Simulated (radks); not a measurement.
**Tc in [Kr] 4d5 5s2: an all-electron calculation**

An exercise on one series of results from a longer session: the logs are not shown, and one member is left open.

The numbers are computed with radks (a radial shooting solver on a logarithmic mesh, Libxc functionals) version 1 (Dirac Kohn-Sham, OLYP, spin-unpolarised, spherical densities, finite nucleus; open shells are shared between the two j in proportion to 2j + 1), except any that are marked as measured or tabulated.

### Starting point

- element: technetium (Z = 43)
- charge: 0
- electrons: 43
- configuration: [Kr] 4d5 5s2
- nuclear rms radius: 4.4112 fm

The outer shells:

Tc
```
[Kr] core
4d [↑ ][↑ ][↑ ][↑ ][↑ ]
5s [↑↓]
```

Set-up of the first run:

Input:

```text
Z 43
configuration [Kr] 4d5 5s2 5p0 6s0 4f0 5d0
relativity Dirac
functional optx,lyp
spin unpolarised
j_filling average
nucleus finite rms 4.4112 fm
c 137.035999084
```

One of the session's tables, all rows but one given; the rest of the session is left out.

It belongs to the step «Orbitals and density». From the orbitals of this run (lengths in bohr):

| level | <r> | outermost maximum (interpolated) | 90 % within | nodes |
| --- | --- | --- | --- | --- |
| 1s1/2 | 0.03429 | 0.0223 | 0.0614 | 0 |
| 2s1/2 | 0.1492 | 0.126 | 0.231 | 1 |
| 2p1/2 | 0.1271 | 0.0981 | 0.208 | 0 |
| 2p3/2 | 0.1318 | 0.102 | 0.214 | 0 |
| 3s1/2 | 0.4149 | 0.372 | 0.613 | 2 |
| 3p1/2 | ? | ? | ? | ? |
| 3p3/2 | 0.4192 | 0.369 | 0.633 | 1 |
| 3d3/2 | 0.3962 | 0.309 | 0.632 | 0 |
| 3d5/2 | 0.3997 | 0.312 | 0.637 | 0 |
| 4s1/2 | 1.057 | 0.949 | 1.54 | 3 |
| 4p1/2 | 1.151 | 1.01 | 1.70 | 2 |
| 4p3/2 | 1.181 | 1.03 | 1.75 | 2 |
| 4d3/2 | 1.691 | 1.26 | 2.73 | 1 |
| 4d5/2 | 1.713 | 1.27 | 2.77 | 1 |
| 5s1/2 | 3.339 | 2.74 | 5.06 | 4 |
| 5p1/2 | 5.138 | 3.66 | 8.23 | 3 |
| 5p3/2 | 5.357 | 3.81 | 8.55 | 3 |

Estimate the missing values for 3p1/2.

As computed: <r>: 0.4087; outermost maximum (interpolated): 0.359; 90 % within: 0.618; nodes: 1. In the column «<r>» it lies between 3d5/2 (0.3997) and 3s1/2 (0.4149).

To keep in mind: Spin polarisation and multiplet splitting are left out.
